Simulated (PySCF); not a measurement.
**[Eu(PH3)]3+: other functionals and bases at one geometry**

The task here is to estimate one member of a computed series from the others.

Method: several levels, as the steps say, no spin–orbit coupling; program: PySCF 2.14.0.

4 further runs of the same task are left out: 2 for a known fault of the program, 1 that didn't finish, 1 set aside as unsound or not needed.

### The system as given

5 atoms, charge 3, spin multiplicity 1.

Bond lengths: Eu1–P2 2.955 Å, P2–H3 1.429 Å, P2–H4 1.429 Å, P2–H5 1.429 Å. Angles: Eu1–P2–H3 112.0°, Eu1–P2–H4 112.0°, Eu1–P2–H5 112.0°, H3–P2–H4 106.8°, H3–P2–H5 106.8°, H4–P2–H5 106.8°.

Geometry (Å):

```
Eu    0.0000    0.0000   -0.4427
P     0.0000    0.0000    2.5120
H     1.3248    0.0000    3.0467
H    -0.6624    1.1473    3.0467
H    -0.6624   -1.1473    3.0467
```

Formal oxidation states: Eu +3. Each metal's 6 4f electrons lie in its core potential, so multiplicities, spins and levels count the valence alone. An earlier session relaxed this geometry at r2SCAN, Eu lcecp-1-SVP with ECP52, P def2-SVP, H def2-SVP (singlet, point group C3v).

At r2SCAN on the finer grid: E = -377.017423 Eh, HOMO -23.21 eV, LUMO -19.87 eV, Mulliken charge on Eu1 +2.33 e, largest force component 0.016 eV/Å. 

Levels to run: wB97X; M06-L; BLYP; HF; r2SCAN, TZVP. Hardware: 2 threads of Arm Neoverse V2, shared host.

The first run:

File run.py (the lines that set the calculation):

```python
mol = gto.M(atom='''
Eu     0.00000     0.00000    -0.44271
P      0.00000     0.00000     2.51197
H      1.32476    -0.00001     3.04673
H     -0.66238     1.14728     3.04673
H     -0.66239    -1.14727     3.04673''',
    basis={'Eu': 'lcecp-1-SVP', 'P': 'def2-SVP', 'H': 'def2-SVP'},
    ecp={'Eu': 'lcecp-1-SVP'},
    charge=3, spin=0)
mf = dft.RKS(mol, xc='WB97X')
mf.grids.atom_grid = (75, 302)  # f atoms: unpruned, at least (60, 302)
mf = mf.density_fit()  # fitting sets: Eu AutoAux, P def2-universal-JKFIT, H def2-universal-JKFIT
mf.conv_tol = 1e-08; mf.max_cycle = 55
mf.kernel(dm0)  # dm0: the density of the relaxed state
```

Started as:

```console
$ OMP_NUM_THREADS=2 python run.py
```

Among the steps run: wB97X; M06-L; BLYP; HF; r2SCAN, TZVP.

One of the session's tables, all rows but one given; the rest of the session is left out.

| level | HOMO (eV) | gap (eV) | charge on Eu1 (e) | dipole (D) | largest force component (eV/Å) |
| --- | --- | --- | --- | --- | --- |
| r2SCAN (relaxed here) | -23.21 | 3.34 | 2.33 | 2.58 | 0.02 |
| wB97X | -26.11 | 9.06 | 2.36 | 1.80 | 0.15 |
| M06-L | -23.18 | 3.22 | 2.38 | 2.25 | 0.11 |
| BLYP | ? | ? | ? | ? | ? |
| HF | -26.15 | 10.30 | 2.43 | 1.09 | 0.84 |
| r2SCAN, TZVP | -23.08 | 3.20 | 2.38 | 2.72 | 0.19 |

**Question.** Estimate the row for BLYP.

The run gave: HOMO (eV): -22.90; gap (eV): 2.37; charge on Eu1 (e): 2.25; dipole (D): 3.07; largest force component (eV/Å): 0.20. In the column «HOMO (eV)» it is the highest.

The dipole of a charged species depends on the origin, so these sizes hold for this origin alone.

In one basis the HOMO–LUMO gap runs from 2.37 eV (BLYP) to 10.30 eV (HF). The largest leftover force, 0.84 eV/Å with HF, stands at a geometry relaxed at another level. With 4f in the core, its levels are missing from HOMO and gap, and its count is fixed, so no charge can pass from the ligands into it. Total energies of different levels can't be compared.
